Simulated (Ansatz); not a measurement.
A nudged elastic band was laid between two geometries of a periodic cell of 17 atoms, Si (host Si, host structure diamond, interstitial Si).

Theory: Ansatz 0.2.0, DFT PBE, scalar-relativistic, plane waves, PAW. Settings: PAW set soft_1, cutoff 420 eV, k mesh 2x2x2, gaussian smearing 0.05 eV, no spin polarisation.

* movable images: 5
* climbing image: yes
* spring: 5.0 eV/Å²
* optimiser: quadratic models (default)
* start path: straight line
* force threshold: 0.05 eV/Å
* iteration limit: 67
* end points: relaxed

Initial state:

```xyz
17
Lattice="0.0000 5.4300 5.4300 5.4300 0.0000 5.4300 5.4300 5.4300 0.0000" Properties=species:S:1:pos:R:3
Si -0.001 0.002 -0.002
Si 1.335 1.336 1.330
Si 2.715 2.717 -0.038
Si 4.093 4.098 1.332
Si 2.715 -0.030 2.712
Si 4.095 1.337 4.093
Si 5.461 2.717 2.713
Si 6.782 4.081 4.073
Si -0.031 2.717 2.713
Si 1.335 4.099 4.094
Si 2.715 5.467 2.713
Si 4.080 6.785 4.074
Si 2.715 2.717 5.460
Si 4.077 4.079 6.781
Si 5.430 5.432 5.428
Si 6.782 6.787 6.779
Si 2.714 2.718 2.712
```

Final state:

```xyz
17
Lattice="0.0000 5.4300 5.4300 5.4300 0.0000 5.4300 5.4300 5.4300 0.0000" Properties=species:S:1:pos:R:3
Si -0.005 0.005 -0.005
Si 1.357 1.324 1.357
Si 2.740 2.690 -0.025
Si 4.106 4.073 1.357
Si 2.719 0.004 2.719
Si 4.072 1.358 4.072
Si 5.426 2.710 2.720
Si 6.789 4.071 4.039
Si -0.024 2.691 2.739
Si 1.357 4.073 4.106
Si 2.741 5.455 2.741
Si 4.078 6.785 4.076
Si 2.719 2.711 5.426
Si 4.040 4.071 6.788
Si 5.411 5.449 5.411
Si 6.789 6.821 6.789
Si 1.363 4.070 1.361
```

(1) What changes between the two ends?

(2) What energy profile does the band end with?

(3) What is the geometry of the highest image?

The band took 6 iterations and about 7 core-minutes.

Results:

(1) Contacts lost: Si6–Si17. Contacts made: Si15–Si17. The atom that moves furthest is Si17, by 2.34 Å.

(2) The run converged. The highest image is number 3 of 0 to 6, 0.31 eV above the ends, which have the same energy within 2 meV. By the program's own check the climbing image is a first-order saddle point (lowest curvatures found: -0.23 and 0.54 eV/Å²). Limits of this set-up: coarse k mesh.

```json
{"image": "0", "path coordinate (Å)": "0.00", "energy (eV)": "0.00", "Si6–Si17 (Å)": "2.39", "Si15–Si17 (Å)": "4.70"}
{"image": "1", "path coordinate (Å)": "0.56", "energy (eV)": "0.11", "Si6–Si17 (Å)": "2.45", "Si15–Si17 (Å)": "4.25"}
{"image": "2", "path coordinate (Å)": "1.12", "energy (eV)": "0.28", "Si6–Si17 (Å)": "2.63", "Si15–Si17 (Å)": "3.76"}
{"image": "3", "path coordinate (Å)": "1.68", "energy (eV)": "0.31", "Si6–Si17 (Å)": "3.14", "Si15–Si17 (Å)": "3.16"}
{"image": "4", "path coordinate (Å)": "2.25", "energy (eV)": "0.28", "Si6–Si17 (Å)": "3.74", "Si15–Si17 (Å)": "2.63"}
{"image": "5", "path coordinate (Å)": "2.81", "energy (eV)": "0.12", "Si6–Si17 (Å)": "4.23", "Si15–Si17 (Å)": "2.45"}
{"image": "6", "path coordinate (Å)": "3.38", "energy (eV)": "0.00", "Si6–Si17 (Å)": "4.69", "Si15–Si17 (Å)": "2.39"}
```

(3) 
```xyz
17
Lattice="0.0000 5.4300 5.4300 5.4300 0.0000 5.4300 5.4300 5.4300 0.0000" Properties=species:S:1:pos:R:3:forces:R:3
Si -0.204 0.206 -0.206 0.00 0.00 0.00
Si 1.269 1.253 1.267 -0.01 0.00 -0.01
Si 2.804 2.628 -0.104 0.00 0.00 0.01
Si 4.179 4.163 1.267 0.00 0.01 -0.01
Si 2.651 -0.022 2.649 -0.01 0.00 -0.01
Si 3.854 1.578 3.852 0.01 -0.01 0.01
Si 5.453 2.781 2.649 0.00 0.01 -0.01
Si 6.853 4.008 4.050 0.00 0.00 0.01
Si -0.102 2.628 2.802 0.01 0.00 0.00
Si 1.269 4.162 4.177 -0.01 0.01 0.00
Si 2.804 5.534 2.802 0.00 -0.01 0.00
Si 4.275 6.587 4.273 0.01 -0.01 0.01
Si 2.651 2.781 5.452 -0.01 0.01 0.00
Si 4.052 4.008 6.852 0.01 0.00 0.00
Si 5.646 5.216 5.644 -0.01 0.01 -0.01
Si 6.853 6.810 6.852 0.00 -0.01 0.00
Si 2.040 3.391 2.039 0.00 0.00 0.00
```

Run time: 7.1 min on 1 thread of Arm Neoverse V1, with other jobs on the host, peak memory 0.83 GiB.
